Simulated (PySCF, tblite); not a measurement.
# C12H12B2N2: electronic excitations, NMR shifts

What do calculations give for the electronic excitations, NMR shifts of C12H12B2N2 (`B1C=CC2=CC=CC=CC2=C2C=CNBN12`)?

Programs: tblite 0.8.0 and PySCF 2.14.0, with routines of our own; each step states its level. All values are computed. Atoms count from 0.

### Step 1. The starting structure

28 atoms, charge 0, multiplicity 1; geometry from: force field, distance geometry or constructed start.

### Step 2. Relaxing the molecule with GFN2-xTB

What the job is given:

```
{"job": {"kind": "relax", "xc": "GFN2-xTB", "basis": "xTB"}, "charge": 0, "multiplicity": 1}
B      1.258000     2.396700    -0.159600
C     -0.039500     2.854700    -0.922500
C     -1.176900     2.174400    -0.910800
C     -1.364700     0.878000    -0.255200
C     -2.454200     0.700100     0.518900
C     -2.833400    -0.558700     1.185100
C     -2.679700    -1.786500     0.676200
C     -2.074800    -2.108100    -0.627500
C     -1.073200    -1.434800    -1.191900
C     -0.457300    -0.247200    -0.567900
C      0.875300    -0.212300    -0.297600
C      1.704300    -1.453000    -0.463100
C      2.871600    -1.622500     0.177900
N      3.425000    -0.626200     1.038600
B      2.755300     0.739100     1.133100
N      1.501900     0.956400     0.301600
H      2.079500     3.224600     0.039600
H     -0.017200     3.829000    -1.375500
H     -2.052500     2.651500    -1.350500
H     -3.072200     1.562400     0.739800
H     -3.390100    -0.461300     2.113000
H     -3.119600    -2.611600     1.226800
H     -2.402500    -3.018500    -1.105100
H     -0.660000    -1.815100    -2.117300
H      1.359200    -2.267800    -1.076000
H      3.408300    -2.553600     0.042000
H      4.318900    -0.800900     1.546500
H      3.297900     1.627600     1.690000
```

The run is started by

```bash
> OMP_NUM_THREADS=1 python large_run.py task.json out
```

This one command runs all jobs of the session in turn.

The log of the run:

```text
step      E/eV     max force
  0   -1090.89923    2.713
  1   -1091.26431    1.373
  2   -1091.51464    1.286
  3   -1091.63303    0.980
  4   -1091.72670    0.524
  5   -1091.75415    0.367
  6   -1091.79121    0.535
  7   -1091.80280    0.314
  8   -1091.81434    0.192
  9   -1091.82092    0.174
 10   -1091.82617    0.140
 11   -1091.83013    0.124
 12   -1091.83338    0.108
 13   -1091.83617    0.125
 14   -1091.83944    0.142
 15   -1091.84349    0.167
 16   -1091.84752    0.177
 17   -1091.85053    0.125
 18   -1091.85249    0.084
 19   -1091.85404    0.099
 20   -1091.85549    0.113
 21   -1091.85682    0.097
 22   -1091.85818    0.099
 23   -1091.85969    0.089
 24   -1091.86112    0.082
 25   -1091.86221    0.088
 26   -1091.86307    0.088
 27   -1091.86394    0.077
 28   -1091.86476    0.059
 29   -1091.86537    0.055
 30   -1091.86580    0.045
 31   -1091.86620    0.041
 32   -1091.86662    0.040
 33   -1091.86702    0.040
 34   -1091.86740    0.040
 35   -1091.86783    0.046
 36   -1091.86834    0.044
 37   -1091.86891    0.043
 38   -1091.86952    0.040
 39   -1091.87016    0.046
 40   -1091.87085    0.051
 41   -1091.87153    0.049
 42   -1091.87216    0.043
 43   -1091.87270    0.043
 44   -1091.87319    0.047
 45   -1091.87364    0.040
 46   -1091.87404    0.037
 47   -1091.87444    0.038
 48   -1091.87486    0.038
 49   -1091.87526    0.041
 50   -1091.87558    0.037
 51   -1091.87584    0.029
 52   -1091.87612    0.040
 53   -1091.87644    0.041
 54   -1091.87675    0.034
 55   -1091.87700    0.039
 56   -1091.87722    0.038
 57   -1091.87746    0.033
 58   -1091.87769    0.026
 59   -1091.87787    0.021
 60   -1091.87798    0.018
```

Wall time 0.91 s (1 thread of Arm Neoverse V1, shared host); peak memory 0.18 GiB.

Relaxation path:

```tsv
step	energy from step 0 (eV)	largest force (eV/Å)
0	0.0000	2.7129
1	-0.3651	1.3731
2	-0.6154	1.2859
3	-0.7338	0.9806
4	-0.8275	0.5234
5	-0.8549	0.3672
6	-0.8920	0.5348
7	-0.9036	0.3142
8	-0.9151	0.1916
12	-0.9342	0.1080
16	-0.9483	0.1764
21	-0.9576	0.0971
25	-0.9630	0.0882
29	-0.9661	0.0543
34	-0.9682	0.0399
38	-0.9703	0.0408
42	-0.9729	0.0432
47	-0.9752	0.0376
51	-0.9766	0.0290
56	-0.9780	0.0381
57	-0.9782	0.0333
58	-0.9785	0.0263
59	-0.9786	0.0208
60	-0.9787	0.0181
```

Distances of close pairs at the start and the end, largest changes first:

```tsv
bond	before (Å)	after (Å)	change (Å)
N13–B14	1.524	1.403	-0.120
B0–N15	1.532	1.417	-0.115
B14–N15	1.520	1.440	-0.079
C10–C11	1.501	1.452	-0.049
C12–N13	1.428	1.383	-0.046
C4–C5	1.474	1.434	-0.040
C10–N15	1.455	1.418	-0.038
N13–H26	1.043	1.007	-0.036
```

The final coordinates are the input of the step that follows.

### Step 3. Electronic excitations: TDA wB97X-D/6-31G*

What the job is given:

```
{"job": {"kind": "uv", "basis": "6-31G*", "grid": 1, "kgrid": 0, "vcut": 1.5, "nstates": 6, "ntriplets": 2, "tda": true, "delta": [], "pop": true, "xc": "wB97X-D"}, "charge": 0, "multiplicity": 1}
B      1.226587     2.288726     0.009533
C      0.048442     2.704703    -0.905717
C     -1.134037     2.085085    -0.958946
C     -1.400055     0.839873    -0.238645
C     -2.505600     0.675399     0.514976
C     -2.928375    -0.528945     1.168425
C     -2.729240    -1.776348     0.699640
C     -2.063992    -2.086838    -0.536810
C     -1.061785    -1.389211    -1.085923
C     -0.415818    -0.225094    -0.463446
C      0.919874    -0.171256    -0.243923
C      1.710158    -1.372190    -0.449163
C      2.915667    -1.532343     0.107895
N      3.459160    -0.531975     0.892360
B      2.836209     0.721294     0.995226
N      1.601910     0.951312     0.289300
H      1.887064     3.138502     0.477779
H      0.144089     3.632108    -1.461507
H     -1.963568     2.488197    -1.532929
H     -3.137440     1.541385     0.674605
H     -3.551297    -0.398669     2.045249
H     -3.197073    -2.607312     1.211820
H     -2.429755    -2.966497    -1.053996
H     -0.690547    -1.684319    -2.062064
H      1.271276    -2.168546    -1.025939
H      3.498471    -2.433392    -0.019679
H      4.334323    -0.745981     1.342694
H      3.342812     1.568747     1.617710
```

Method: TDA wB97X-D/6-31G*, vertical, gas phase, core orbitals frozen in the response, virtual orbitals cut by energy.

The log of the run:

```text
start: PBE on a coarse grid of 23446 points
cycle   1  E = -622.9005134844  dE =  2.498e+00  |g| = 7.674e-01  |ddm| = 5.837e+00
cycle   2  E = -622.7384254979  dE =  1.621e-01  |g| = 1.076e+00  |ddm| = 2.361e+00
cycle   3  E = -623.0379855560  dE = -2.996e-01  |g| = 3.369e-01  |ddm| = 1.723e+00
cycle   4  E = -623.0680183983  dE = -3.003e-02  |g| = 1.247e-01  |ddm| = 5.264e-01
cycle   5  E = -623.0714233181  dE = -3.405e-03  |g| = 5.729e-02  |ddm| = 1.757e-01
cycle   6  E = -623.0722217841  dE = -7.985e-04  |g| = 2.063e-02  |ddm| = 7.648e-02
cycle   7  E = -623.0723278497  dE = -1.061e-04  |g| = 8.004e-03  |ddm| = 2.743e-02
final grid: 102923 points
cycle   8  E = -623.4924732667  dE = -1.217e-02  |g| = 4.439e-02  |ddm| = 6.269e-01
cycle   9  E = -623.4934620518  dE = -9.888e-04  |g| = 2.621e-02  |ddm| = 1.314e-01
cycle  10  E = -623.4936876694  dE = -2.256e-04  |g| = 1.375e-02  |ddm| = 4.106e-02
cycle  11  E = -623.4937748020  dE = -8.713e-05  |g| = 6.021e-03  |ddm| = 2.606e-02
cycle  12  E = -623.4937905941  dE = -1.579e-05  |g| = 1.657e-03  |ddm| = 1.086e-02
cycle  13  E = -623.4937936914  dE = -3.097e-06  |g| = 8.600e-04  |ddm| = 4.619e-03
cycle  14  E = -623.4937946050  dE = -9.136e-07  |g| = 2.969e-04  |ddm| = 2.888e-03
cycle  15  E = -623.4937953447  dE = -7.398e-07  |g| = 1.377e-04  |ddm| = 7.986e-04
cycle  16  E = -623.4937952445  dE =  1.003e-07  |g| = 6.074e-05  |ddm| = 4.602e-04
converged SCF energy = -623.4937952445

Static polarisability (au): isotropic 160.592, principal 100.989 163.445 217.343

Singlet excitations
state   eV       nm        f      main configurations
  1   3.1999    387.5   0.00266   H->L 0.96
  2   4.0231    308.2   0.15632   H->L+1 0.84
  3   4.6852    264.6   0.14501   H->L+2 0.80
  4   5.0352    246.2   0.26148   H-1->L 0.43, H->L+3 0.30
  5   5.2387    236.7   0.18393   H-1->L 0.39, H->L+3 0.29, H-2->L 0.12
  6   5.5141    224.8   0.06190   H-1->L+1 0.60, H->L+3 0.24

Triplet excitations (Tamm-Dancoff, eV): 2.5339 2.6121
```

It took 33 s on 1 thread of Arm Neoverse V1, shared host; peak memory 0.65 GiB.

Frontier orbitals and where they lie:

```tsv
orbital	eV	atoms
HOMO−4	-9.78	C2 26 %, C1 21 %, C3 9 %
HOMO−3	-9.65	C11 18 %, N15 16 %, C9 10 %
HOMO−2	-8.66	C8 22 %, C7 21 %, C4 14 %
HOMO−1	-8.03	C6 15 %, C1 14 %, C3 13 %
HOMO	-6.57	C9 20 %, C10 11 %, C12 9 %
LUMO	0.63	C2 15 %, B0 14 %, C1 13 %
LUMO+1	1.18	C12 18 %, C9 14 %, B0 12 %
LUMO+2	1.87	C8 16 %, C5 14 %, C2 11 %
LUMO+3	2.68	B14 24 %, C11 15 %, C12 10 %
```

With each of the 6 states as a Gaussian band of 0.4 eV half-width at 1/e, the curve within the window shown has maxima at 303 nm (ε 6,800), 244 nm (ε 20,000) L/(mol cm). Beyond the last state computed it falls off for lack of states. The curve at chosen wavelengths:

```csv
nm,ε (L/mol/cm)
213,2609
224,9279
234,16734
245,19771
255,16820
266,11604
276,8099
287,6662
297,6751
308,6725
318,5848
329,4228
339,2747
350,1525
360,840
371,437
381,260
392,167
402,124
413,93
423,72
434,52
444,38
455,26
465,18
476,12
```

Ground-state properties from the same run:

```tsv
property	computed
dipole moment (D)	2.28
polarisability (Å³)	23.80
HOMO–LUMO gap (eV)	7.20
−ε(HOMO) (eV)	6.57
```

### Step 4. NMR shifts: GIAO PBE0/pcSseg-1

The job, as its differences from that of step 3:

```diff
@@ -1,2 +1,2 @@
-{"job": {"kind": "uv", "basis": "6-31G*", "grid": 1, "kgrid": 0, "vcut": 1.5, "nstates": 6, "ntriplets": 2, "tda": true, "delta": [], "pop": true, "xc": "wB97X-D"}, "charge": 0, "multiplicity": 1}
+{"job": {"kind": "nmr", "xc": "PBE0", "basis": "pcSseg-1", "pop": false}, "charge": 0, "multiplicity": 1}
 B      1.226587     2.288726     0.009533
```

Method: GIAO PBE0/pcSseg-1 NMR shielding, non-relativistic, gas phase.

The log of the run:

```text
start: PBE on a coarse grid of 23446 points
cycle   1  E = -622.5732629847  dE =  2.462e+00  |g| = 7.572e-01  |ddm| = 5.545e+00
cycle   2  E = -622.3947185343  dE =  1.785e-01  |g| = 1.102e+00  |ddm| = 2.176e+00
cycle   3  E = -622.7029075590  dE = -3.082e-01  |g| = 3.373e-01  |ddm| = 1.683e+00
cycle   4  E = -622.7318522257  dE = -2.894e-02  |g| = 1.291e-01  |ddm| = 5.172e-01
cycle   5  E = -622.7355182884  dE = -3.666e-03  |g| = 5.586e-02  |ddm| = 1.669e-01
cycle   6  E = -622.7362601566  dE = -7.419e-04  |g| = 2.040e-02  |ddm| = 7.370e-02
cycle   7  E = -622.7363582954  dE = -9.814e-05  |g| = 8.230e-03  |ddm| = 2.592e-02
final grid: 218936 points
cycle   8  E = -622.9082578128  dE = -1.022e-02  |g| = 4.155e-02  |ddm| = 4.490e-01
cycle   9  E = -622.9082225998  dE =  3.521e-05  |g| = 4.327e-02  |ddm| = 9.653e-02
cycle  10  E = -622.9086585388  dE = -4.359e-04  |g| = 1.702e-02  |ddm| = 7.401e-02
cycle  11  E = -622.9087327099  dE = -7.417e-05  |g| = 5.063e-03  |ddm| = 2.240e-02
cycle  12  E = -622.9087406479  dE = -7.938e-06  |g| = 1.628e-03  |ddm| = 6.167e-03
cycle  13  E = -622.9087394402  dE =  1.208e-06  |g| = 6.555e-04  |ddm| = 2.343e-03
cycle  14  E = -622.9087412318  dE = -1.792e-06  |g| = 1.785e-04  |ddm| = 1.112e-03
cycle  15  E = -622.9087409116  dE =  3.202e-07  |g| = 7.198e-05  |ddm| = 3.081e-04
converged SCF energy = -622.9087409116

GIAO shielding tensors (ppm)
atom      isotropic    diamagn.    paramagn.     s11        s22        s33       span
  0 B       55.654     192.540    -136.886     15.250     39.229    112.483     97.233
  1 C       41.297     258.439    -217.143    -79.017     36.321    166.587    245.605
  2 C       25.884     253.415    -227.532    -67.925      8.073    137.503    205.428
  3 C       42.689     258.962    -216.274    -40.375     18.361    150.081    190.456
  4 C       54.020     251.376    -197.356    -35.040     46.931    150.169    185.209
  5 C       47.109     254.456    -207.347    -73.947     51.842    163.432    237.379
  6 C       49.262     254.765    -205.503    -66.758     51.899    162.644    229.402
  7 C       50.615     255.773    -205.157    -57.962     54.432    155.376    213.338
  8 C       54.627     256.030    -201.403    -29.578     30.927    162.531    192.108
  9 C       59.327     259.522    -200.195      2.943     37.354    137.685    134.742
 10 C       46.963     251.714    -204.751    -37.913     44.767    134.034    171.947
 11 C       73.280     254.766    -181.486    -29.492     88.549    160.782    190.274
 12 C       55.892     252.478    -196.585    -43.729     67.004    144.402    188.131
 13 N      127.423     325.250    -197.828     11.947    154.664    215.657    203.709
 14 B       70.604     195.460    -124.856     46.945     59.754    105.112     58.167
 15 N       78.055     325.344    -247.289    -33.101     21.541    245.726    278.827
 16 H       25.987      30.667      -4.680     23.862     26.295     27.804      3.941
 17 H       25.064      28.929      -3.865     22.699     25.046     27.447      4.748
 18 H       24.612      30.641      -6.029     21.605     25.285     26.946      5.342
 19 H       25.834      32.180      -6.346     23.206     24.985     29.311      6.105
 20 H       24.808      29.240      -4.432     21.978     25.455     26.991      5.013
 21 H       25.069      29.191      -4.122     22.314     25.714     27.180      4.865
 22 H       25.294      30.066      -4.772     23.130     24.627     28.124      4.994
 23 H       25.950      32.803      -6.853     21.521     27.011     29.319      7.798
 24 H       25.447      34.313      -8.866     21.986     24.397     29.957      7.970
 25 H       25.508      29.573      -4.065     22.610     26.122     27.792      5.181
 26 H       26.038      27.933      -1.896     21.431     25.408     31.274      9.844
 27 H       26.942      30.221      -3.278     24.266     27.870     28.691      4.425
```

Run time: 48 s. Hardware: 1 thread of Arm Neoverse V1, shared host; peak memory 0.75 GiB.

Shifts follow as δ = σ(reference) − σ, with reference shieldings (ppm) from runs at the same level and on the same kind of geometry: 1H TMS 31.72, 13C TMS 186.9, 15N NH3 267.7, 11B BF3·OEt2 100.1. The references are single molecules in the gas phase, so shifts against H2O, NH3, PH3, H3PO4 or CFCl3 are not on the usual liquid scales and can be off by tens of ppm.

```tsv
atoms	environment	σ (ppm)	δ (ppm)	δ scaled to CDCl3
C2	alkene CH	25.9	161.0	155.3
C1	alkene CH	41.3	145.6	140.2
C3	fully substituted alkene carbon	42.7	144.2	138.9
C10	alkene carbon bearing nitrogen	47.0	140.0	134.7
C5	alkene CH	47.1	139.8	134.5
C6	alkene CH	49.3	137.7	132.4
C7	alkene CH	50.6	136.3	131.1
C4	alkene CH	54.0	132.9	127.8
C8	alkene CH	54.6	132.3	127.2
C12	alkene carbon bearing nitrogen	55.9	131.0	126.0
C9	β carbon of an enol-ether or enamine type C=C	59.3	127.6	122.6
C11	β carbon of an enol-ether or enamine type C=C	73.3	113.6	109.0
H18	hydrogen on an alkene CH	24.61	7.11	6.80
H20	hydrogen on an alkene CH	24.81	6.91	6.62
H17	hydrogen on an alkene CH	25.06	6.65	6.38
H21	hydrogen on an alkene CH	25.07	6.65	6.37
H22	hydrogen on an alkene CH	25.29	6.42	6.16
H24	hydrogen on a β carbon of an enol-ether or enamine type C=C	25.45	6.27	6.02
H25	hydrogen on an alkene carbon bearing nitrogen	25.51	6.21	5.96
H19	hydrogen on an alkene CH	25.83	5.88	5.65
H23	hydrogen on an alkene CH	25.95	5.77	5.54
H16	hydrogen on a boron bonded to C, N, in a 7-membered ring	25.99	5.73	–
H26	hydrogen on an enamine nitrogen	26.04	5.68	–
H27	hydrogen on a boron bonded to 2 N, in a 6-membered ring	26.94	4.77	–
B0	boron bonded to C, N, H, in a 7-membered ring	55.7	44.4	–
B14	boron bonded to 2 N, H, in a 6-membered ring	70.6	29.5	–
N15	enamine nitrogen	78.1	189.7	–
N13	enamine nitrogen	127.4	140.3	–
```

The scaled column applies a straight-line fit of computed shieldings to shifts measured in CDCl3 (root-mean-square error 0.16 ppm for H, 1.9 ppm for C).

Ring of atoms B0, C1, C2, C3, C9, C10, N15: NICS(0) 2.0, NICS(1) -1.7, NICS(1)zz 1.8 ppm (means of both faces).

Ring of atoms C3, C4, C5, C6, C7, C8, C9: NICS(0) -0.8, NICS(1) -4.0, NICS(1)zz -4.0 ppm (means of both faces; NICS(1) differs between them: -5.0 and -3.0).

Ring of atoms C10, C11, C12, N13, B14, N15: NICS(0) 1.6, NICS(1) -0.7, NICS(1)zz 2.4 ppm (means of both faces).

### Step 5. What came out

```
                                   quantity                                                                                   value
            lowest singlet (wB97X-D/6-31G*)                                                             3.20 eV (387 nm), f = 0.003
   brightest single state of those computed                                                             state 4, 5.04 eV, f = 0.261
                             lowest triplet                                                                                 2.53 eV
     13C shifts against TMS (PBE0/pcSseg-1)  161.0, 145.6, 144.2, 140.0, 139.8, 137.7, 136.3, 132.9, 132.3, 131.0, 127.6, 113.6 ppm
      1H shifts against TMS (PBE0/pcSseg-1)              7.11, 6.91, 6.65, 6.65, 6.42, 6.27, 6.21, 5.88, 5.77, 5.73, 5.68, 4.77 ppm
11B shifts against BF3·OEt2 (PBE0/pcSseg-1)                                                                          44.4, 29.5 ppm
     15N shifts against NH3 (PBE0/pcSseg-1)                                                                        189.7, 140.3 ppm
```

In words: The lowest singlet, at 3.20 eV, is HOMO→LUMO 0.96 and is weak; of the 6 states computed, the strongest absorption comes from state 4 at 5.04 eV. The lowest triplet lies 0.67 eV below the lowest singlet. At PBE0/pcSseg-1: Shielding is most anisotropic at N15 (span 279 ppm, paramagnetic term -247 ppm).
